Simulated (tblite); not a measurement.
# C6H11NOSi: the cost of one run

Computed with tblite 0.8.0 and PySCF 2.14.0, with density-fitted response routines of our own, on a single molecule in the gas phase. Atoms count from 0, in the outputs and in this text.

## Step 1: The starting structure

20 atoms, charge 0, multiplicity 1; geometry from: force field or distance geometry start.

Bonds of the start (Å): C0–C1 1.34, C1–C2 1.51, C2–C3 1.53, C3–C4 1.53, C4–C5 1.49, C5–N6 1.16, C4–O7 1.44, O7–Si8 1.66, C0–H9 1.10, C0–H10 1.08, C1–H11 1.08, C2–H12 1.09, C2–H13 1.10, C3–H14 1.11, C3–H15 1.09, C4–H16 1.09, Si8–H17 1.48, Si8–H18 1.49, Si8–H19 1.48.

## Step 2: Relaxing the molecule with GFN2-xTB

The job: settings as JSON, then the geometry in Å.

```
{"job": {"kind": "relax", "xc": "GFN2-xTB", "basis": "xTB"}, "charge": 0, "multiplicity": 1}
C     -3.219400    -1.569800     0.938600
C     -2.672900    -0.738100     0.035700
C     -1.232100    -0.844000    -0.408600
C     -0.454500     0.423900    -0.040900
C      1.033600     0.327100    -0.402400
C      1.194500     0.298300    -1.885200
N      1.330200     0.256100    -3.039400
O      1.676000     1.488700     0.166400
Si     3.294200     1.412700     0.540400
H     -4.273600    -1.450900     1.229500
H     -2.674100    -2.376000     1.403200
H     -3.279900     0.042300    -0.394500
H     -0.763100    -1.722200     0.033400
H     -1.237000    -0.980500    -1.501600
H     -0.535200     0.593900     1.052700
H     -0.908800     1.303100    -0.488200
H      1.446500    -0.587300     0.033900
H      4.057900     1.105600    -0.686900
H      3.718400     2.709000     1.131800
H      3.494000     0.318800     1.519600
```

Run with:

```console
$ OMP_NUM_THREADS=1 python probes_run.py task.json out
```

One launch serves the whole session: the jobs run in the order shown.

**Question.** How long does this first job take on 1 thread of Intel Xeon at 2.70GHz, shared host, and how much memory does it need?

About 1.3 s, with a peak of 0.18 GiB.
